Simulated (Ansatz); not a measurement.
# H₂BrO (doublet): the correlation ladder at distance O1–H3 along a hydrogen transfer = 1.053 Å, cc-pVDZ

How much of the correlation energy of H₂BrO (doublet) does each wave-function method recover here?

Computed with Ansatz 0.2.0, Gaussian basis. Level: cc-pVDZ, core rule «outside noble gas», up to 15 orbitals frozen.

Plan: UHF; CCSD(T) on ROHF; CCSD(T) on UHF; BCCD(T) on ROHF; CISD; CCSDT(Q) on ROHF; CCSDT(Q) on UHF; CASSCF and MRCISD+Q, 3 electrons in 3 orbitals; CASSCF and NEVPT2, 3 electrons in 3 orbitals; CASSCF and MRCISD+Q, 15 electrons in 10 orbitals; CASSCF and NEVPT2, 15 electrons in 10 orbitals.

6 further runs of the same task are left out: 6 that didn't finish.

**1. The geometry**

The geometry derives from fragments relaxed apart (PBE0/def2-TZVP) and kept rigid, so it is no stationary point. A hydrogen atom is moved between rigid fragments. No spin-orbit coupling is included. The filled d shell of Br may be among the frozen orbitals whatever the setting's name suggests; the logs give the count.

4 atoms, charge 0, spin multiplicity 2.

Atoms are counted from 1 here; the program's logs count them from 0.

Bond lengths: O1–H2 0.960 Å, O1–H3 1.053 Å, H3–Br4 1.762 Å. Angles: H2–O1–H3 105.1°, O1–H3–Br4 180.0°.

**2. UHF**

Contents of in.yaml:

```yaml
crystal:
  periodic: [false, false, false]
  atoms:
    - {symbol: O, position_ang: [-0.904673, -0.231644, 0.000000]}
    - {symbol: H, position_ang: [-1.153982, 0.694932, 0.000000]}
    - {symbol: H, position_ang: [0.148327, -0.231644, 0.000000]}
    - {symbol: Br, position_ang: [1.910327, -0.231644, 0.000000]}
basis:
  gaussian: {orbitals: cc-pVDZ}
magnetization: {spin_polarized: true, initial_magnetization: 1}
hamiltonian: {xc: hf}
output: {orbitals: {seedname: orbitals}}
```

On the command line:

```
ansatz run in.yaml --threads 1 --pin off --events-out ev --progress --plain --max-ram 2393MiB
```

Further steps of the session: CCSD(T) on ROHF; CCSD(T) on UHF; BCCD(T) on ROHF; CISD; CCSDT(Q) on ROHF; CCSDT(Q) on UHF; CASSCF and MRCISD+Q, 3 electrons in 3 orbitals; CASSCF and NEVPT2, 3 electrons in 3 orbitals; CASSCF and MRCISD+Q, 15 electrons in 10 orbitals; CASSCF and NEVPT2, 15 electrons in 10 orbitals.

**Question.** What will the summary of the whole plan be? Wanted: UCCSDT(Q) below the RHF energy; RMP2 from UCCSDT(Q); UMP2 from UCCSDT(Q); RCCSD from UCCSDT(Q); RCCSD(T) from UCCSDT(Q); UCCSD(T) from UCCSDT(Q); RCCSDT(Q) from UCCSDT(Q); NEVPT2 pair from UCCSDT(Q); MRCISD+Q pair from UCCSDT(Q).

**Answer**, as computed:

```
                         quantity                                                   value
   UCCSDT(Q) below the RHF energy                                              -9.3519 eV
              RMP2 from UCCSDT(Q)                                              +786.3 meV
              UMP2 from UCCSDT(Q)                                              +820.5 meV
             RCCSD from UCCSDT(Q)                                              +191.3 meV
          RCCSD(T) from UCCSDT(Q)                                               +35.1 meV
          UCCSD(T) from UCCSDT(Q)                                               +33.1 meV
         RCCSDT(Q) from UCCSDT(Q)                                                +1.8 meV
       NEVPT2 pair from UCCSDT(Q)                                              +787.9 meV
     MRCISD+Q pair from UCCSDT(Q)                                              +106.0 meV
    NEVPT2 valence from UCCSDT(Q)                                             +1390.6 meV
levels within 1 kcal/mol (43 meV)  RCCSD(T), UCCSD(T), BCCD(T), RCCSDT, UCCSDT, RCCSDT(Q)
                    T1 diagnostic                                                   0.024
   effectively unpaired electrons                                                    1.01
```

What this shows: RCCSD(T) misses by +35.1 meV, 0.4 % of the correlation energy. One determinant dominates. Of the multireference levels listed MRCISD+Q valence comes nearest in total energy (+55.2 meV), which doesn't show that its space is the better one. These misses are within one basis, not against nature; the frozen cores of restricted and unrestricted runs differ, which can shift their rows.
